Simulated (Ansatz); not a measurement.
# C₇H₁₄: vertical ionisation energy

An exercise on one series of results from a longer session: the logs are not shown, and one member is left open.

Program: Ansatz 0.2.0, Gaussian basis. Level of theory: unrestricted cation, the program's frozen cores in correlated methods. These are calculated values, not measurements.

Plan: UKS PBE-D4/def2-TZVPP; UKS r2SCAN-D4/def2-TZVPP; UKS PBE0-D4/def2-TZVPP; UKS B3LYP-D4/def2-TZVPP; UKS wB97X-V/def2-TZVPP; UKS wB97M-V/def2-TZVPP; UKS B2PLYP/def2-TZVPP; UHF-CCSD(T)/def2-TZVPP; UHF-MP2/def2-QZVPP; extrapolation to the limit; then −ε(HOMO) from the neutral's earlier runs with LDA (SPW92), PBE-D4, revPBE-D4, BLYP-D4, r2SCAN-D4, B97M-V, PBE0-D4, B3LYP-D4, r2SCANh-D4, r2SCAN0-D4, HSE06-D4, BHLYP-D4, CAM-B3LYP-D4, LC-ωPBE, ωB97X-V, ωB97M-V.

### Structure used throughout

The geometry comes from an earlier relaxation with PBE0-D4 in a triple-zeta def2 set; it is a stationary point, not always the lowest conformer.

SMILES `CC(C)=CC(C)C`, 21 atoms, charge 0, spin multiplicity 1.

Atoms are counted from 1 here; the program's logs count them from 0.

Bond lengths: C1–C2 1.496 Å, C1–H8 1.089 Å, C1–H9 1.095 Å, C1–H10 1.095 Å, C2–C3 1.498 Å, C2–C4 1.333 Å, C3–H11 1.096 Å, C3–H12 1.091 Å, C3–H13 1.096 Å, C4–C5 1.496 Å, C4–H14 1.091 Å, C5–C6 1.526 Å, C5–C7 1.527 Å, C5–H15 1.094 Å, C6–H16 1.093 Å, C6–H17 1.092 Å, C6–H18 1.094 Å, C7–H19 1.092 Å and more. Angles: C2–C1–H8 113.4°, C2–C1–H9 110.4°, C2–C1–H10 110.4°, H8–C1–H9 108.0°, H8–C1–H10 108.0°, H9–C1–H10 106.3°, C1–C2–C3 114.4°, C1–C2–C4 124.8°, C3–C2–C4 120.8°, C2–C3–H11 110.9°, C2–C3–H12 111.8°, C2–C3–H13 110.9°, H11–C3–H12 108.3°, H11–C3–H13 106.4°, H12–C3–H13 108.3°, C2–C4–C5 128.8°, C2–C4–H14 117.1°, C5–C4–H14 114.1° and more.

The first run:

Contents of in.yaml:

```yaml
crystal:
  periodic: [false, false, false]
  atoms:
    - {symbol: C, position_ang: [1.769182, -0.183040, 1.284941]}
    - {symbol: C, position_ang: [0.981516, -0.877968, 0.219092]}
    - {symbol: C, position_ang: [1.542739, -2.201895, -0.199515]}
    - {symbol: C, position_ang: [-0.129410, -0.399583, -0.341263]}
    - {symbol: C, position_ang: [-0.839493, 0.888308, -0.066035]}
    - {symbol: C, position_ang: [-2.274152, 0.618607, 0.380046]}
    - {symbol: C, position_ang: [-0.819944, 1.780829, -1.304714]}
    - {symbol: H, position_ang: [1.346546, 0.776543, 1.578539]}
    - {symbol: H, position_ang: [1.838990, -0.810852, 2.179884]}
    - {symbol: H, position_ang: [2.797263, -0.010697, 0.948233]}
    - {symbol: H, position_ang: [1.600868, -2.889398, 0.651686]}
    - {symbol: H, position_ang: [0.937228, -2.670286, -0.976734]}
    - {symbol: H, position_ang: [2.564466, -2.091706, -0.579642]}
    - {symbol: H, position_ang: [-0.601213, -1.012250, -1.111115]}
    - {symbol: H, position_ang: [-0.329919, 1.421281, 0.742002]}
    - {symbol: H, position_ang: [-2.806455, 1.553240, 0.576845]}
    - {symbol: H, position_ang: [-2.298393, 0.011909, 1.287807]}
    - {symbol: H, position_ang: [-2.824705, 0.078989, -0.396872]}
    - {symbol: H, position_ang: [0.203231, 2.014782, -1.606308]}
    - {symbol: H, position_ang: [-1.347998, 2.720447, -1.120019]}
    - {symbol: H, position_ang: [-1.310349, 1.282748, -2.146862]}
basis:
  gaussian: {orbitals: def2-TZVPP}
total_charge: 1
magnetization: {spin_polarized: true, initial_magnetization: 1}
hamiltonian: {xc: pbe, dispersion: d4}
```

Command:

```sh
> ansatz run in.yaml --threads 2 --pin off --events-out ev --progress --plain --max-ram 32768MiB --backend cuda --devices 0, --max-vram 18GiB
```

Among the steps run: Cation, UKS PBE-D4/def2-TZVPP; Cation, UKS r2SCAN-D4/def2-TZVPP; Cation, UKS PBE0-D4/def2-TZVPP; Cation, UKS B3LYP-D4/def2-TZVPP; Cation, UKS wB97X-V/def2-TZVPP; Cation, UKS wB97M-V/def2-TZVPP; Cation, UKS B2PLYP (frozen core)/def2-TZVPP; Cation, UHF-CCSD(T)/def2-TZVPP; Cation, UHF-MP2/def2-QZVPP.

One of the session's tables, all rows but one given; the rest of the session is left out.

It belongs to the step «Ionisation energies side by side». For comparison, −ε(HOMO) of the neutral from earlier runs:

```
  functional  −ε(HOMO) (eV)
 LDA (SPW92)           5.70
      PBE-D4           5.55
   revPBE-D4           5.49
     BLYP-D4           5.41
   r2SCAN-D4           5.71
      B97M-V           5.78
     PBE0-D4           6.63
    B3LYP-D4           6.43
  r2SCANh-D4           6.13
  r2SCAN0-D4           6.75
    HSE06-D4           6.24
    BHLYP-D4              ?
CAM-B3LYP-D4           7.94
     LC-ωPBE           9.29
     ωB97X-V           8.93
     ωB97M-V           8.85
```

Q: Estimate the row for BHLYP-D4 from the others.

Worked estimate for «−ε(HOMO) (eV)». Against the share of exact exchange, BLYP-D4 (0, 5.41), B3LYP-D4 (0.2, 6.43) give a slope of 5.10 per unit share; at 0.5 the line stands at 7.96.

As computed: −ε(HOMO) (eV): 7.59. In «−ε(HOMO) (eV)» the line misses by +0.37.
